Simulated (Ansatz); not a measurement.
# CH3AlOS: the cost of one run

All numbers below are computed with Ansatz 0.2.0 (RKS B3LYP/def2-SVP).

### 1 The starting structure

Bond lengths: C1–O2 1.358 Å, O2–Al3 1.834 Å, C1–S4 1.794 Å, Al3–S4 2.173 Å, C1–H5 1.119 Å, C1–H6 1.176 Å, Al3–H7 1.649 Å. Angles: C1–O2–Al3 96.7°, O2–C1–S4 109.0°, O2–C1–H5 113.7°, O2–C1–H6 109.7°, S4–C1–H5 108.5°, S4–C1–H6 110.8°, H5–C1–H6 105.1°, O2–Al3–S4 79.6°, O2–Al3–H7 126.4°, S4–Al3–H7 125.0°, C1–S4–Al3 74.0°.

Structure file:

```xyz
7

C    -0.4308    0.8021   -0.0499
O     0.0127    0.1856    1.0760
Al    0.4007   -1.4287    0.2974
S    -0.5565   -0.4095   -1.3664
H     0.2302    1.6356   -0.3971
H    -1.4742    1.3034    0.1575
H     1.8792   -2.1565    0.2368
```

### 2 End point A

Input file input.yaml:

```yaml
crystal:
  periodic: [false, false, false]
  atoms:
    - { symbol: C, position_ang: [-0.4308, 0.8021, -0.0499] }
    - { symbol: O, position_ang: [0.0127, 0.1856, 1.076] }
    - { symbol: Al, position_ang: [0.4007, -1.4287, 0.2974] }
    - { symbol: S, position_ang: [-0.5565, -0.4095, -1.3664] }
    - { symbol: H, position_ang: [0.2302, 1.6356, -0.3971] }
    - { symbol: H, position_ang: [-1.4742, 1.3034, 0.1575] }
    - { symbol: H, position_ang: [1.8792, -2.1565, 0.2368] }
basis:
  gaussian: { orbitals: def2-SVP }
hamiltonian:
  xc: b3lyp
relax:
  f_tol: 0.02
  max_steps: 50
output:
  orbitals: {}
```

Started as:

```bash
$ ansatz run input.yaml --threads 1 --pin off --max-ram 2048MiB --backend cpu --events-out ev --progress --plain --runs-dir out
```

Q: Estimate wall time and peak memory on 1 thread of Arm Neoverse N1, shared host.

About 39 s, with a peak of 0.16 GiB.
